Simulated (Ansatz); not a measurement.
# BH6NOSi: the cost of one run

Method: RKS LDA/cc-pVDZ, in Ansatz 0.2.0.

## 1. The structure to begin with

Bond lengths: B1–O2 1.400 Å, O2–Si3 1.695 Å, Si3–N4 1.838 Å, B1–H5 1.187 Å, B1–H6 1.231 Å, Si3–H7 1.507 Å, Si3–H8 1.482 Å, N4–H9 1.043 Å, N4–H10 1.088 Å. Angles: B1–O2–Si3 104.1°, O2–B1–H5 123.6°, O2–B1–H6 122.3°, H5–B1–H6 113.7°, O2–Si3–N4 111.8°, O2–Si3–H7 111.5°, O2–Si3–H8 113.5°, N4–Si3–H7 105.0°, N4–Si3–H8 107.0°, H7–Si3–H8 107.5°, Si3–N4–H9 102.2°, Si3–N4–H10 103.6°, H9–N4–H10 102.0°.

Structure file:

```xyz
10

B    -1.6393    0.9969    0.0834
O    -1.0379   -0.2632    0.1897
Si    0.6018    0.0359   -0.1191
N     1.6117   -1.4942    0.0125
H    -1.8309    1.7143    1.0101
H    -2.1285    1.4066   -0.9696
H     1.1921    0.9815    0.8952
H     0.8564    0.6075   -1.4626
H     1.1086   -2.1460   -0.6275
H     1.3491   -1.8905    0.9908
```

## 2. Relaxing end A

input.yaml reads:

```yaml
crystal:
  periodic: [false, false, false]
  atoms:
    - { symbol: B, position_ang: [-1.6393, 0.9969, 0.0834] }
    - { symbol: O, position_ang: [-1.0379, -0.2632, 0.1897] }
    - { symbol: Si, position_ang: [0.6018, 0.0359, -0.1191] }
    - { symbol: "N", position_ang: [1.6117, -1.4942, 0.0125] }
    - { symbol: H, position_ang: [-1.8309, 1.7143, 1.0101] }
    - { symbol: H, position_ang: [-2.1285, 1.4066, -0.9696] }
    - { symbol: H, position_ang: [1.1921, 0.9815, 0.8952] }
    - { symbol: H, position_ang: [0.8564, 0.6075, -1.4626] }
    - { symbol: H, position_ang: [1.1086, -2.146, -0.6275] }
    - { symbol: H, position_ang: [1.3491, -1.8905, 0.9908] }
basis:
  gaussian: { orbitals: cc-pVDZ }
hamiltonian:
  xc: lda
relax:
  f_tol: 0.015
  max_steps: 40
output:
  orbitals: {}
```

Run with:

```sh
> ansatz run input.yaml --threads 1 --pin off --max-ram 2048MiB --backend cpu --events-out ev --progress --plain --runs-dir out
```

Q: Estimate wall time and peak memory on 1 thread of Arm Neoverse V2, shared host.

About 32 s, with a peak of 0.14 GiB.
